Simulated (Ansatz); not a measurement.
Consider an atomisation energy of C₂H₂Se, SMILES C#C[SeH] (the Ansatz DFT code, driven from Python).

`tae_c2h2se.py`:
```python
# -*- coding: utf-8 -*-
"""Atomisation energy of C2H2Se at the given geometry."""

from collections import Counter

import ansatz as az


def total_energy(molecule, charge=0, unpaired=0):
    calc = (
        molecule.calculation()
        .basis(gaussian="cc-pVDZ")
        .functional("PBE")
    )
    if charge:
        calc = calc.charge(charge)
    if unpaired:
        calc = calc.spin("collinear", total=unpaired)
    return calc.run().report["free_energy_ev"]

GEOMETRY = """
C    -0.87780   -0.97910    0.08330
C     0.04860   -0.24450    0.19540
Se    1.55540    0.84750    0.37780
H    -1.71130   -1.53170   -0.04160
H     1.03500    1.83410   -0.65630
"""

mol = az.Crystal.molecule()
for line in GEOMETRY.strip().splitlines():
    symbol, *xyz = line.split()
    mol = mol.atom(symbol, [float(v) for v in xyz])

# unpaired electrons of the ground-state atoms
unpaired = {"C": 2, "Se": 2, "H": 1}
counts = Counter(site.symbol for site in mol.cartesian_sites)
atom_energy = {s: total_energy(az.Crystal.molecule().atom(s, (0, 0, 0)), 0, unpaired[s]) for s in counts}
whole = total_energy(mol, 0, 0)
for s, e in atom_energy.items():
    print(f"{s:2s} x{counts[s]}  {e:14.5f} eV")
print(f"C2H2Se: {whole:.5f} eV")
split = sum(counts[s] * e for s, e in atom_energy.items()) - whole
print(f"atomisation energy (no zero-point term): {split:.3f} eV, {split / sum(counts.values()):.3f} eV an atom")
```

What does it cost to take this molecule apart into atoms?

19.397 eV from the electronic energies, without the zero-point term.

What the script printed:

```console
$ python tae_c2h2se.py
C  x2     -1028.27851 eV
Se x1    -65337.17072 eV
H  x2       -13.56836 eV
C2H2Se: -67440.26172 eV
atomisation energy (no zero-point term): 19.397 eV, 3.879 eV an atom
```

What to keep in mind:
- Total energies depend on the basis set; only differences at equal settings carry meaning.
- The geometry is a force-field or estimated start, not a minimum of this method, and the basis set is short of its limit. All parts are taken at fixed geometry, without zero-point energy.
- This functional overbinds, so such energies come out a few per cent too high (LDA far more).
- The spin-orbit lowering of heavy atoms is left out.
- Timing: 2.2 s on 1 thread of Arm Neoverse V1, with other jobs on the host, peak memory 0.16 GiB.
